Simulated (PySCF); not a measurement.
# How the numerical set-up moves the result for AsO3⁻

The method stays; parts of the set-up, such as the basis or the Hamiltonian, are changed.

The runs use PySCF 2.14.0; method and basis as typed in the scripts.

### 1 Where the work starts

AsO3⁻: 4 atoms, charge -1, spin multiplicity 1.

Bond lengths: As1–O2 1.609 Å, As1–O3 1.609 Å, As1–O4 1.609 Å. Angles: O2–As1–O3 120.0°, O2–As1–O4 120.0°, O3–As1–O4 120.0°.

### 2 The base run

input.py

```python
from pyscf import gto, scf

mol = gto.M(
    atom='As 0 0 0; O 1.6093 0 0; O -0.8046 1.3937 0; O -0.8047 -1.3937 0',
    basis='ano-rcc-vdzp',
    charge=-1,
    spin=0,
    verbose=4,
)
mf = scf.RHF(mol)
mf = mf.sfx2c1e()
mf.kernel()
mf.dip_moment()
print('orbital energies (hartree):', mf.mo_energy[..., max(0, mol.nelec[1]-3):mol.nelec[0]+3].round(4))
```

Run with:

```sh
$ OMP_NUM_THREADS=1 python input.py
```

### 3 Cc-pvdz-dk

Edit 1 changes basis set: ano-rcc-vdzp → cc-pvdz-dk.

input.py, as its differences from that of step 2:

```diff
@@ -4,3 +4,3 @@
     atom='As 0 0 0; O 1.6093 0 0; O -0.8046 1.3937 0; O -0.8047 -1.3937 0',
-    basis='ano-rcc-vdzp',
+    basis='cc-pvdz-dk',
     charge=-1,
```

### 4 Jorge-dzp-dkh

Edit 2 changes basis set: ano-rcc-vdzp → jorge-dzp-dkh.

input.py, as its differences from that of step 2:

```diff
@@ -4,3 +4,3 @@
     atom='As 0 0 0; O 1.6093 0 0; O -0.8046 1.3937 0; O -0.8047 -1.3937 0',
-    basis='ano-rcc-vdzp',
+    basis='jorge-dzp-dkh',
     charge=-1,
```

Q: Predict the outcome of this session. Wanted: for each run, E(SCF); from base; gap.

As calculated:

```csv
run,E(SCF) (hartree),from base (eV),cycles,gap (eV),functions
base,-2483.839118,0,9,14.63,69
cc-pvdz-dk,-2483.638762,+5.4520,9,15.00,69
jorge-dzp-dkh,-2483.638987,+5.4459,9,14.71,88
```

In words: Of the runs whose energies can be compared, “cc-pvdz-dk” moves the SCF energy most (+5.452 eV). cc-pvdz-dk (69 functions) gives an energy 5.45 eV higher than ano-rcc-vdzp (69). jorge-dzp-dkh (88 functions) gives an energy 5.45 eV higher than ano-rcc-vdzp (69); size alone doesn't order basis sets of different families.
